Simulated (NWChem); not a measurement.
Ge:

```
Ge
1.0
     0.00000    2.82891    2.82891
     2.82891    0.00000    2.82891
     2.82891    2.82891    0.00000
Ge
2
Direct
  0.75000 0.75000 0.75000
  0.50000 0.50000 0.50000
```

* Program: NWChem 7.3.0
* Task: single point
* Functional: PBE
* Potentials or basis: NWChem's default library (pspw_default)
* Cutoff: 544 eV
* Density cutoff: 1088 eV
* k mesh: 8 × 8 × 8
* Occupations: fermi-dirac, width 0.05 eV
* Spin: no spin polarisation

On this cell: pressure 1.9 GPa; largest force zero by symmetry.

The same run follows on a disturbed copy (atoms moved at random, drawn with an rms of 0.05 Å):

```
Ge
1.0
     0.00000    2.82891    2.82891
     2.82891    0.00000    2.82891
     2.82891    2.82891    0.00000
Ge
2
Direct
  0.76097 0.73326 0.75334
  0.49345 0.48940 0.51015
```

**Question.** What does the disturbed cell give?

**Answer.** The energy moves by +9.4 meV/atom; pressure 2.0 GPa; largest force 0.677 eV/Å.

Forces in eV/Å, atoms in the order of the input:
```
Ge   0.426 -0.363 -0.382
Ge  -0.426  0.363  0.382
```

Stress tensor (GPa, compression positive):
```
 1.97 -1.02 -0.97
-1.02  1.98  1.15
-0.97  1.15  1.98
```

Caveats: potentials of this library can shift pressures by several GPa and gaps by up to half an eV, enough to turn an indirect gap into a direct one.
